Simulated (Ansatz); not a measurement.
# CaAl2Sb2 (P-3m1) in Ansatz: reference runs

How does CaAl2Sb2 come out in PBE? The cell is run as given and disturbed.

All numbers are computed with Ansatz 0.2.0; they aren't measurements. Logs are shortened: lines on timing, memory, paths and dates and some standing lists are left out, and cuts for length are marked.

## Step 1: Starting point

It takes space group P-3m1 (No. 164, trigonal). The conventional cell has a = 4.981 Å, b = 4.981 Å, c = 6.044 Å, α = 90.00°, β = 90.00°, γ = 120.00°. Sb (site symmetry 3m) has 4 Al at 2.75 to 2.88 Å as nearest neighbours. Ca (site symmetry -3m) is surrounded by 6 Sb at 3.28 Å and 6 Al at 3.35 Å. Al (site symmetry 3m) is surrounded by 4 Sb at 2.75 to 2.88 Å.

The cell comes from a database or a generator and needn't be the stable form of this composition.

## Step 2: Single point, PBE

Input file input.yaml:

```yaml
crystal:
  lattice:
    - [4.9811377207, 0.0, 0.0]
    - [-2.4905688604, 4.3137918059, 0.0]
    - [0.0, 0.0, 6.04446957]
  atoms:
    - { symbol: Sb, position: [0.3333333333, 0.6666666667, 0.26166417] }
    - { symbol: Sb, position: [0.6666666667, 0.3333333333, 0.73833583] }
    - { symbol: Ca, position: [0.0, 0.0, 0.0] }
    - { symbol: Al, position: [0.3333333333, 0.6666666667, 0.71595553] }
    - { symbol: Al, position: [0.6666666667, 0.3333333333, 0.28404447] }
hamiltonian:
  xc: pbe
  pseudopotentials: { kind: paw }
kpoints:
  mp_grid: { grid: [6, 6, 5] }
scf:
  occupations: { method: fermi_dirac, width: 0.05 }
output:
  forces: true
  stress: true
  eigenvalues: true
```

Potentials or basis: Ansatz PAW.

Run with:

```sh
$ ansatz run input.yaml --threads 2 --pin off --max-ram 5120MiB --backend cpu --events-out ev --progress --plain --runs-dir out
```

What it wrote:

```text
Warning: RAYON_NUM_THREADS=2 ignored (pool sized by the plan → 2); use --threads N
Engine: ansatz 0.2.0, x86_64-unknown-linux-gnu
Pseudopotentials: kind: paw
Pseudopotential: Sb, paw, valence charge 15, recommended cutoff 420 eV (normal), Sb.paw.azcp
Pseudopotential: Ca, paw, valence charge 10, recommended cutoff 420 eV (normal), Ca.paw.azcp
Pseudopotential: Al, paw, valence charge 3, recommended cutoff 420 eV (normal), Al.paw.azcp
Functional definition: PBE
  parameter kappa = 0.804
  parameter beta = 0.06672455060314922
  exchange = pbe_x(kappa = kappa, mu = beta*pi^2/3)
  correlation = pbe_c(beta = beta)
Crystal: 5 atoms, lattice volume = 129.881 Å³
Basis set: ecut = 420 eV, 2559 PW (Γ), exchange–correlation on 72×72×90 points (8 copies of the dense FFT grid, shifted against one another)
Bands: 28, of which v1, the nominal top of the filled ones, is band 23 counted from 1 (22 counted from 0)
Symmetry: 12 space group operations
Space group: P-3m1 (ITA 164), of the structure as read, at distance tolerance 5.1e-5 Å
k-points: 27 of 180
Non-local potential: Sb, projectors of the file, l = 0: 2, l = 1: 2, l = 2: 2, l = 3: 2
Non-local potential: Ca, projectors of the file, l = 0: 3, l = 1: 2, l = 2: 2
Non-local potential: Al, projectors of the file, l = 0: 2, l = 1: 2, l = 2: 1
PAW form: soft (Blöchl's): semilocal exchange-correlation on the pseudo side does not see the compensation charge
PAW one-centre angular grid: Sb, 590 points (default); XC on 64 Gauss nodes
PAW one-centre angular grid: Ca, 110 points (default); XC on 64 Gauss nodes
PAW one-centre angular grid: Al, 110 points (default); XC on 64 Gauss nodes
Initial density: superposition of atomic densities (neutral atoms: chi_scale 0, normalization atom), corrected by the library's trained network
Initial wavefunctions: pseudopotential atomic-orbital guess
Functional: x = pbe(κ = 0.804, μ = 0.2195149727645171), c = pbe(β = 0.06672455060314922)
SCF iter   1: F=—  HF=-15862.248736 eV  |F-HF|=—  |Δ(HF+E_count)|=         —  Δρ=1.91e-3  dr2=5.04e-3  ethr=1.77e-3  ⟨swp⟩=9.7  Hψ=4206  notcnv=0
preconditioner: auto → LDOS  [insulator: Δε(μ)=0.122 eV  Ē_g=6.452 eV  σ=0.050 eV  W_gap=0.51  n_scr=22 (ndim 8)  ℏωp=13.8 eV  f_vac=0.013  D(μ)=1.18/eV (n_scr^D=2)  ε∞_Penn≈5.6  β→1.0]
SCF iter   2: F=—  HF=-15862.250365 eV  |F-HF|=—  |Δ(HF+E_count)|=   1.63e-3  Δρ=4.53e-4  dr2=3.97e-4  ethr=1.09e-5  ⟨swp⟩=2.4  Hψ=1475  notcnv=0
SCF iter   3: F=—  HF=-15862.250386 eV  |F-HF|=—  |Δ(HF+E_count)|=   2.18e-5  Δρ=1.94e-4  dr2=2.40e-4  ethr=8.64e-7  ⟨swp⟩=3.0  Hψ=1552  notcnv=0
SCF iter   4: F=—  HF=-15862.250335 eV  |F-HF|=—  |Δ(HF+E_count)|=   5.10e-5  Δρ=9.14e-5  dr2=1.34e-5  ethr=5.21e-7  ⟨swp⟩=2.9  Hψ=1370  notcnv=0
SCF iter   5: F=—  HF=-15862.250379 eV  |F-HF|=—  |Δ(HF+E_count)|=   4.33e-5  Δρ=2.36e-5  dr2=1.44e-6  ethr=2.91e-8  ⟨swp⟩=2.0  Hψ=1245  notcnv=0
SCF iter   6: F=-15862.250378 eV  HF=-15862.250378 eV  |F-HF|=1.13e-8  |Δ(HF+E_count)|=   3.02e-7  Δρ=5.23e-6  dr2=5.29e-8  ethr=2.17e-10  ⟨swp⟩=5.1  Hψ=3552  notcnv=0
SCF 1 converged in 6 iterations: F = -15862.250378 eV  dr2 = 5.29e-8
SCF converged after 6 iterations
Free energy (F): -15862.250378 eV
Harris-Foulkes:  -15862.250378 eV  (|F-HF|=1.13e-8)
Internal energy: -15862.240205 eV  (E = F + TS)
E sigma→0 (E₀):  -15862.245292 eV
Entropy (-TS):   -0.010173 eV (-2.035 meV/atom)
Fermi energy:    8.508651 eV
--- Per-component energies (eV) ---
  E_band       = -496.542066
  E_kinetic    = 736.502913
  E_local      = -4427.490736  (includes V_loc(G=0)·N_el)
  E_nonlocal   = 811.734432
  E_hartree    = 1934.884453
  E_xc         = -492.729506
  E_vxc        = -420.696525  (∫ρ·V_xc dr)
  E_paw        = -10946.729929  (= ΣΔE_a)
  E_vpaw       = -1066.358317  (= ΣTr[D̂ρ^β])
  E_aug_tail   = -0.000013  (compensation charges beyond the density's cutoff)
  E_ewald      = -3478.411818
  E_smearing   = -0.010173  (= −TS)
  E_closure    = 0.000000  (closes the sum)
  Σ components = -15862.250378   (vs F -15862.250378, Δ=0.00e0)
--- Forces (eV/Å), atoms counted from 1 ---
  atom   1  Sb     0.00000000     0.00000000    -0.10442582
  atom   2  Sb    -0.00000000    -0.00000000     0.10442582
  atom   3  Ca     0.00000000     0.00000000     0.00000000
  atom   4  Al     0.00000000     0.00000000     0.07767412
  atom   5  Al     0.00000000    -0.00000000    -0.07767412
  max |Σ_I F_I| component: 5.55e-17 eV/Å
--- Stress (GPa, compression-positive) ---
        0.520046      -0.000000       0.000000
        0.000000       0.520046      -0.000000
        0.000000      -0.000000       0.560097
  P = ⅓ Tr σ = 0.5334 GPa (5.334 kbar)
--- Band table (eV; the first three rows and the last of 27) ---
  k-point 0: bands = ["-33.1677", "-20.5679", "-20.5679", "-20.5672", "-20.5672", "-20.5378", "-20.5375", "-20.5375", "-20.5339", "-20.5314", "-20.5314", "-14.2222", "-14.2012", "-14.2012", "-2.9129", "-0.6547", "3.2812", "4.9096", "5.0303", "5.0303", "7.1569", "7.1569", "7.7739", "7.8494", "9.2271", "9.2271", "9.3284", "9.3284"]
  k-point 1: bands = ["-33.1677", "-20.5685", "-20.5685", "-20.5667", "-20.5667", "-20.5374", "-20.5369", "-20.5369", "-20.5342", "-20.5319", "-20.5319", "-14.2224", "-14.2012", "-14.2012", "-2.7741", "-0.9976", "3.5668", "5.1703", "5.1703", "5.3597", "6.4485", "6.8469", "6.8469", "8.8387", "8.8387", "9.3194", "9.6011", "9.6011"]
  k-point 2: bands = ["-33.1677", "-20.5691", "-20.5691", "-20.5663", "-20.5663", "-20.5366", "-20.5352", "-20.5352", "-20.5348", "-20.5333", "-20.5333", "-14.2228", "-14.2012", "-14.2012", "-2.3910", "-1.6541", "4.1542", "5.1579", "5.5750", "5.5750", "6.1956", "6.1956", "6.9176", "8.5879", "8.5879", "8.7403", "9.8392", "9.8392"]
  k-point 26: bands = ["-33.1673", "-20.5680", "-20.5670", "-20.5670", "-20.5654", "-20.5366", "-20.5366", "-20.5361", "-20.5332", "-20.5332", "-20.5327", "-14.2184", "-14.2131", "-14.2131", "-1.3290", "-1.3290", "2.0289", "2.0289", "4.0050", "4.7408", "7.1447", "7.1447", "9.3566", "9.3566", "10.4742", "10.4742", "10.6873", "11.1614"]
```

Wall time 9.3 s (2 threads of Intel Xeon at 2.50GHz (Skylake/Cascade Lake), shared host); peak memory 0.45 GiB.

What came out:

| Property | Result |
| --- | --- |
| Free energy | -15862.2504 eV |
| Pressure | 0.5 GPa |
| Largest force | 0.104 eV/Å |
| Band gap on the k mesh | none (metal or under the smearing width) |

Forces on the atoms (eV/Å):
```
Sb   0.000  0.000 -0.104
Sb   0.000  0.000  0.104
Ca   0.000  0.000  0.000
Al   0.000  0.000  0.078
Al   0.000  0.000 -0.078
```

## Step 3: Single point, PBE (atoms moved at random, drawn with an rms of 0.05 Å)

Input file input.yaml:

```yaml
crystal:
  lattice:
    - [4.9811377207, 0.0, 0.0]
    - [-2.4905688604, 4.3137918059, 0.0]
    - [0.0, 0.0, 6.04446957]
  atoms:
    - { symbol: Sb, position: [0.332648, 0.678095, 0.262004] }
    - { symbol: Sb, position: [0.664609, 0.327102, 0.738457] }
    - { symbol: Ca, position: [0.010345, 0.005328, 0.000943] }
    - { symbol: Al, position: [0.337424, 0.659132, 0.715622] }
    - { symbol: Al, position: [0.66306, 0.331097, 0.291487] }
hamiltonian:
  xc: pbe
  pseudopotentials: { kind: paw }
kpoints:
  mp_grid: { grid: [6, 6, 5] }
scf:
  occupations: { method: fermi_dirac, width: 0.05 }
output:
  forces: true
  stress: true
  eigenvalues: true
```

Potentials or basis: Ansatz PAW.

Run with:

```sh
$ ansatz run input.yaml --threads 2 --pin off --max-ram 5120MiB --backend cpu --events-out ev --progress --plain --runs-dir out
```

What it wrote:

```text
Warning: RAYON_NUM_THREADS=2 ignored (pool sized by the plan → 2); use --threads N
[... 10 set-up lines as earlier in the session ...]
Crystal: 5 atoms, lattice volume = 129.881 Å³
Basis set: ecut = 420 eV, 2559 PW (Γ), exchange–correlation on 72×72×90 points (8 copies of the dense FFT grid, shifted against one another)
Bands: 28, of which v1, the nominal top of the filled ones, is band 23 counted from 1 (22 counted from 0)
Symmetry: 1 space group operations
Space group: P1 (ITA 1), of the structure as read, at distance tolerance 5.1e-5 Å
k-points: 92 of 180 (time reversal used)
[... 10 set-up lines as earlier in the session ...]
SCF iter   1: F=—  HF=-15862.222989 eV  |F-HF|=—  |Δ(HF+E_count)|=         —  Δρ=1.92e-3  dr2=5.14e-3  ethr=1.77e-3  ⟨swp⟩=9.9  Hψ=14530  notcnv=0
preconditioner: auto → LDOS  [metal: Δε(μ)=0.045 eV  Ē_g=6.457 eV  σ=0.050 eV  W_gap=0.22  n_scr=22 (ndim 8)  ℏωp=13.8 eV  f_vac=0.012  D(μ)=1.27/eV (n_scr^D=2)  β→1.0]
SCF iter   2: F=—  HF=-15862.224554 eV  |F-HF|=—  |Δ(HF+E_count)|=   1.57e-3  Δρ=4.52e-4  dr2=3.17e-4  ethr=1.12e-5  ⟨swp⟩=2.4  Hψ=5012  notcnv=0
SCF iter   3: F=—  HF=-15862.224590 eV  |F-HF|=—  |Δ(HF+E_count)|=   3.55e-5  Δρ=1.70e-4  dr2=1.50e-4  ethr=6.89e-7  ⟨swp⟩=3.0  Hψ=5022  notcnv=0
SCF iter   4: F=—  HF=-15862.224556 eV  |F-HF|=—  |Δ(HF+E_count)|=   3.35e-5  Δρ=7.48e-5  dr2=8.12e-6  ethr=3.27e-7  ⟨swp⟩=3.0  Hψ=4841  notcnv=0
SCF iter   5: F=—  HF=-15862.224578 eV  |F-HF|=—  |Δ(HF+E_count)|=   2.12e-5  Δρ=1.52e-5  dr2=4.13e-7  ethr=1.77e-8  ⟨swp⟩=2.0  Hψ=4603  notcnv=0
SCF iter   6: F=-15862.224578 eV  HF=-15862.224578 eV  |F-HF|=4.66e-9  |Δ(HF+E_count)|=   2.78e-8  Δρ=5.32e-6  dr2=4.69e-8  ethr=2.17e-10  ⟨swp⟩=6.9  Hψ=11773  notcnv=0
SCF 1 converged in 6 iterations: F = -15862.224578 eV  dr2 = 4.69e-8
SCF converged after 6 iterations
Free energy (F): -15862.224578 eV
Harris-Foulkes:  -15862.224578 eV  (|F-HF|=4.66e-9)
Internal energy: -15862.213860 eV  (E = F + TS)
E sigma→0 (E₀):  -15862.219219 eV
Entropy (-TS):   -0.010717 eV (-2.143 meV/atom)
Fermi energy:    8.513990 eV
--- Per-component energies (eV) ---
  E_band       = -496.611793
  E_kinetic    = 736.643721
  E_local      = -4428.182488  (includes V_loc(G=0)·N_el)
  E_nonlocal   = 811.785000
  E_hartree    = 1935.150751
  E_xc         = -492.779437
  E_vxc        = -420.761481  (∫ρ·V_xc dr)
  E_paw        = -10946.758055  (= ΣΔE_a)
  E_vpaw       = -1066.396009  (= ΣTr[D̂ρ^β])
  E_aug_tail   = -0.000013  (compensation charges beyond the density's cutoff)
  E_ewald      = -3478.073339
  E_smearing   = -0.010717  (= −TS)
  E_closure    = 0.000000  (closes the sum)
  Σ components = -15862.224578   (vs F -15862.224578, Δ=0.00e0)
--- Forces (eV/Å), atoms counted from 1 ---
  atom   1  Sb     0.16806938    -0.27528061    -0.10931948
  atom   2  Sb     0.08596021     0.08315016     0.27484948
  atom   3  Ca    -0.13351075    -0.06897180     0.00819734
  atom   4  Al    -0.11526519     0.09262694     0.08896618
  atom   5  Al    -0.00523304     0.16839596    -0.26269274
  max |Σ_I F_I| component: 7.94e-5 eV/Å
--- Stress (GPa, compression-positive) ---
        0.346832       0.015351       0.169604
        0.015351       0.620007      -0.161047
        0.169604      -0.161047       1.161416
  P = ⅓ Tr σ = 0.7094 GPa (7.094 kbar)
--- Band table (eV; the first three rows and the last of 92) ---
  k-point 0: bands = ["-33.1715", "-20.5695", "-20.5682", "-20.5646", "-20.5626", "-20.5400", "-20.5384", "-20.5363", "-20.5316", "-20.5297", "-20.5285", "-14.2251", "-14.2057", "-14.2028", "-2.9257", "-0.6610", "3.2701", "4.8779", "5.0001", "5.0842", "7.1106", "7.2014", "7.7796", "7.8481", "9.1637", "9.2399", "9.3425", "9.4254"]
  k-point 1: bands = ["-33.1715", "-20.5696", "-20.5684", "-20.5645", "-20.5625", "-20.5398", "-20.5381", "-20.5356", "-20.5317", "-20.5301", "-20.5288", "-14.2254", "-14.2057", "-14.2028", "-2.7883", "-1.0015", "3.5548", "5.1072", "5.2169", "5.3518", "6.4719", "6.8156", "6.8784", "8.8123", "8.8694", "9.3006", "9.5760", "9.6748"]
  k-point 2: bands = ["-33.1715", "-20.5699", "-20.5688", "-20.5644", "-20.5625", "-20.5394", "-20.5375", "-20.5341", "-20.5319", "-20.5311", "-20.5294", "-14.2257", "-14.2057", "-14.2028", "-2.4139", "-1.6483", "4.1358", "5.1472", "5.5243", "5.6168", "6.1592", "6.2355", "6.9345", "8.5457", "8.6154", "8.7573", "9.8049", "9.9323"]
  k-point 91: bands = ["-33.1712", "-20.5692", "-20.5675", "-20.5638", "-20.5620", "-20.5395", "-20.5378", "-20.5345", "-20.5314", "-20.5309", "-20.5294", "-14.2233", "-14.2216", "-14.2066", "-1.6478", "-1.2070", "1.8919", "2.2639", "4.8284", "5.6976", "6.1785", "6.8851", "7.7213", "8.8634", "10.1446", "10.5126", "10.8661", "11.4484"]
```

Wall time 33 s (2 threads of Intel Xeon at 2.50GHz (Skylake/Cascade Lake), shared host); peak memory 0.56 GiB.

Results:

- Free energy: -15862.2246 eV
- Pressure: 0.7 GPa
- Largest force: 0.341 eV/Å
- Band gap on the k mesh: none (metal or under the smearing width)

Forces in eV/Å, atoms in the order of the input:
```
Sb   0.168 -0.275 -0.109
Sb   0.086  0.083  0.275
Ca  -0.134 -0.069  0.008
Al  -0.115  0.093  0.089
Al  -0.005  0.168 -0.263
```

Stress tensor (GPa, compression positive):
```
 0.35  0.02  0.17
 0.02  0.62 -0.16
 0.17 -0.16  1.16
```

Levels at points of the mesh, in eV from the Fermi level:
```tsv
k point	band 20	band 21	band 22	band 23	band 24	band 25	band 26	band 27
(0.00, 0.00, 0.00)	-3.43	-1.40	-1.31	-0.73	-0.67	0.65	0.73	0.83
(0.00, -0.50, 0.00)	-3.89	-3.18	-2.21	-2.07	0.99	1.85	2.11	3.00
(-0.50, 0.00, 0.00)	-3.96	-3.06	-2.30	-2.06	0.90	1.87	2.06	2.98
(-0.50, -0.50, 0.00)	-3.97	-3.04	-2.22	-2.07	0.90	1.86	2.03	2.99
```

Spin-orbit coupling is left out, which matters for the levels of Sb.
